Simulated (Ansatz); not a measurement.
Here is an Ansatz input file for CH6GeSiTe, SMILES [CH2]1[GeH2][SiH2][Te]1. Write the same calculation for the Python package.

```yaml
crystal:
  periodic: [false, false, false]
  atoms:
    - { symbol: C, position_ang: [-1.3012, 0.5603, -0.0282] }
    - { symbol: Ge, position_ang: [0.5012, 0.6524, -0.6645] }
    - { symbol: Si, position_ang: [0.8842, -1.195, 0.5873] }
    - { symbol: Te, position_ang: [-1.3774, -1.1042, 1.2843] }
    - { symbol: H, position_ang: [-1.5905, 1.5281, 0.4958] }
    - { symbol: H, position_ang: [-2.0389, 0.4871, -0.9003] }
    - { symbol: H, position_ang: [0.6387, 0.3685, -2.1786] }
    - { symbol: H, position_ang: [1.2958, 1.9221, -0.1467] }
    - { symbol: H, position_ang: [1.2307, -2.3565, -0.1816] }
    - { symbol: H, position_ang: [1.8406, -0.914, 1.7355] }
basis:
  gaussian: { orbitals: def2-SVP }
hamiltonian:
  xc: hf
```

The program run on that file:
```console
$ ansatz run input.yaml --threads 1 --pin off --max-ram 4096MiB --backend cpu --events-out ev --progress --plain --runs-dir out
Engine: ansatz 0.2.0, aarch64-unknown-linux-gnu
Functional definition: HF
  exchange = exact_x
  correlation = 0
1272 factors; integrals over basis functions are off by at most 1.3e-3 eV
mean field evaluation 1: about -72713.8572 eV, gradient 1.9e1 eV
mean field evaluation 2: about -72713.8648 eV, gradient 1.9e1 eV
mean field evaluation 4: about -72715.3223 eV, gradient 3.3e0 eV
mean field evaluation 8: about -72715.3578 eV, gradient 1.1e-4 eV
mean field -72715.35784024 eV, -2672.2401123889 hartree, gradient 7.7e-6 eV, S^2 0.000000; 0 other end points of the search recorded, 0 dependent functions left out
reference -72715.35784024 eV, -2672.2401123889 hartree; 41, 41 occupied and 79, 79 virtual orbitals, 1272 factors
Total energy: -72715.35784024 eV, -2672.2401123889 hartree
```

The script, `ch6gesite.py`:
```python
import logging
import sys

import ansatz as az

logging.basicConfig(stream=sys.stdout, format='%(levelname)s:%(name)s:%(message)s')
log = logging.getLogger('ansatz_job')
log.setLevel(logging.INFO)


def main() -> None:
    mol = (
        az.Crystal.molecule()
        .atom('C', [-1.3012, 0.5603, -0.0282])
        .atom('Ge', [0.5012, 0.6524, -0.6645])
        .atom('Si', [0.8842, -1.195, 0.5873])
        .atom('Te', [-1.3774, -1.1042, 1.2843])
        .atom('H', [-1.5905, 1.5281, 0.4958])
        .atom('H', [-2.0389, 0.4871, -0.9003])
        .atom('H', [0.6387, 0.3685, -2.1786])
        .atom('H', [1.2958, 1.9221, -0.1467])
        .atom('H', [1.2307, -2.3565, -0.1816])
        .atom('H', [1.8406, -0.914, 1.7355])
    )

    job = mol.calculation()
    job = job.basis(gaussian='def2-SVP').functional('hf')
    try:
        summary = job.run().report
    except az.AnsatzError as error:
        sys.exit(f'{type(error).__name__}: {error}')

    for key in ('converged', 'free_energy_ev', 'reference_energy_ev', 'n_frozen', 'n_occupied', 'n_virtual'):
        log.info(f'{key:22s} {summary[key]}')

    state = summary['mean_field']['state']
    log.info(f'mean field: {state["energy"]["hartree"]:.7f} Ha, <S^2> = {abs(state["spin_squared"]):.4f}, stability: {state.get("stability", {}).get("kind")}')


if __name__ == '__main__':
    main()
```

```console
$ python ch6gesite.py
INFO:ansatz_job:converged              True
INFO:ansatz_job:free_energy_ev         -72715.35784023744
INFO:ansatz_job:reference_energy_ev    -72715.35784023744
INFO:ansatz_job:n_frozen               0
INFO:ansatz_job:n_occupied             [41, 41]
INFO:ansatz_job:n_virtual              [79, 79]
INFO:ansatz_job:mean field: -2672.2401124 Ha, <S^2> = 0.0000, stability: minimum
```

What to keep in mind:
- Total energies depend on the basis set; only differences at equal settings carry meaning.
- The geometry is a force-field or estimated start, not a minimum of this method, and the basis set is short of its limit.
- def2 sets replace the cores of elements past krypton by effective core potentials.
- Hardware and time: 3.3 s on 1 thread of Arm Neoverse V2, on a shared host, peak memory 0.35 GiB.

(Lines on the test bed's own set-up are left out of the output.)
